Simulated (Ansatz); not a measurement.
Task: vertical and adiabatic energies of changing the electron count of CI, with Ansatz 0.2.0 through its Python package. Give the script and its output. Settings (for the species named): PBE0, def2-SVP basis, multiplicity 2.

Contents of `ci.xyz`:
```text
2

C     0.00000    0.00000    0.00000
I     0.00000    0.00000    2.02000
```

The script, `adiabatic.py`:
```python
import itertools

import ansatz as az
from ase.data import atomic_numbers, covalent_radii
import numpy as np


def main() -> None:
    geometry = az.Crystal.molecule_from_extxyz("ci.xyz")

    job = geometry.calculation()
    job = job.basis(gaussian="def2-SVP")
    job = job.functional("pbe0")
    job = job.spin("collinear", total=1)
    job = job.accuracy("medium")
    symbols = [site.symbol for site in geometry.cartesian_sites]
    start = np.array([site.position_ang for site in geometry.cartesian_sites], dtype=float)
    report = job.relax(force_tolerance=0.01).run(threads=1, backend="cpu").report
    end = np.array(report["positions_ang"])

    minimum = az.Crystal.molecule()
    for symbol, place in zip(symbols, end):
        minimum = minimum.atom(symbol, place.tolist())
    ion = minimum.calculation().basis(gaussian="def2-SVP").functional("pbe0").accuracy("medium").charge(1)
    vertical = ion.run(threads=1, backend="cpu").report
    settled = ion.relax(force_tolerance=0.01, max_steps=80).run(threads=1, backend="cpu").report
    print(f"vertical ionisation energy   {vertical['free_energy_ev'] - report['free_energy_ev']:.3f} eV")
    print(f"adiabatic, no zero point     {settled['free_energy_ev'] - report['free_energy_ev']:.3f} eV")
    print(f"relaxation energy of the ion {vertical['free_energy_ev'] - settled['free_energy_ev']:.3f} eV")
    ionised = np.array(settled["positions_ang"])
    radius = [covalent_radii[atomic_numbers[s]] for s in symbols]
    span = lambda where, i, j: np.linalg.norm(where[i] - where[j])
    bonded = [(i, j) for i, j in itertools.combinations(range(len(symbols)), 2) if min(span(end, i, j), span(ionised, i, j)) < 1.2 * (radius[i] + radius[j])]
    print("pair        before    after (A)")
    for i, j in bonded:
        print(f"{symbols[i]}{i}-{symbols[j]}{j}".ljust(10), f"{span(end, i, j):8.4f} {span(ionised, i, j):8.4f}")


if __name__ == "__main__":
    main()
```

Output of `python adiabatic.py`:
```text
vertical ionisation energy   8.942 eV
adiabatic, no zero point     8.730 eV
relaxation energy of the ion 0.212 eV
pair        before    after (A)
C0-I1        2.0375   1.9050
```

These settings explore the input space; basis and method may be short of convergence. The energies are electronic: no zero-point or thermal terms, and the basis set is short of its limit. The product may relax into another structure. The relaxation finds the nearest minimum, so the adiabatic value is an upper bound. def2 sets replace the cores of elements past krypton by effective core potentials. The species is open-shell (spin multiplicity 2). Only the spin states typed were run; another state of an ion can lie lower, by up to an eV or two. The spin state was assumed, and another may lie lower. It ran for 13 s on 1 thread of Arm Neoverse V1 (shared host), peak memory 0.18 GiB.
